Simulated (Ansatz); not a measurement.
## CdPt, space group P4/mmm: a comparison of functionals at one structure, step by step

Computed with the Ansatz DFT code, driven from Python.

The cells in order, each with its output:

```python
import csv
import warnings

import ansatz as az
```

```python
warnings.simplefilter("ignore", az.DeckWarning)
```

```python
system = (
    az.Lattice.of((2.985456, 0.0, 0.0), (0.0, 2.985456, 0.0), (0.0, 0.0, 3.846053))
    .atom("Cd", (0.0, 0.0, 0.0))
    .atom("Pt", (0.5, 0.5, 0.5))
)
```

```python
job = (
    system.calculation()
    .pseudopotentials("paw")
    .occupations("fermi_dirac", width=0.1)
    .kpoints(7, 7, 6)
    .stress()
)
```

```python
rows = []
for value in ["blyp", "lda", "pbesol"]:
    data = job.functional(value).run(threads=1).report
    rows.append((value, data["free_energy_ev"] / len(data["lattice"]["sites"]), data["n_iterations"], sum(data["stress_gpa"][i][i] for i in range(3)) / 3, data["n_kpoints"]))
```

    

```python
with open("xc.csv", "w", newline="") as handle:
    writer = csv.writer(handle)
    writer.writerow(["functional", "F/atom (eV)", "iterations", "P (GPa)", "k-points"])
    writer.writerows([round(v, 5) if isinstance(v, float) else v for v in row] for row in rows)
print(open("xc.csv").read())
```

    functional,F/atom (eV),iterations,P (GPa),k-points
    blyp,-10409.81309,7,12.40233,40
    lda,-10181.75655,7,-9.07752,40
    pbesol,-10284.26657,7,-4.49538,40

From lowest to highest: LDA (-9.1 GPa), PBEsol (-4.5 GPa) and BLYP (12.4 GPa). At a fixed cell a lower pressure usually means a smaller equilibrium volume, so LDA prefers the smallest cell and BLYP the largest.

Notes:
- Spin is left out of this run.
- BLYP can be off by several per cent in the lattices of metals, and by several GPa in the pressure at a fixed cell.
- The mesh is modest for a metal, so energies can be off by several to tens of meV an atom and pressures by half a GPa or more; differences at equal mesh fare better.
- Pressure is positive in compression.
- Spin-orbit coupling, which matters for elements this heavy, is left out.
- The structure comes from a database of computed cells and needn't be a stable or known phase.
- Total energies of different functionals can't be compared; pressures, moments and gaps at this one structure can.
- It ran for 4.3 s on 1 thread of Arm Neoverse V2, on a shared host, peak memory 0.37 GiB.

(Lines on the test bed's own set-up are left out of the output.)
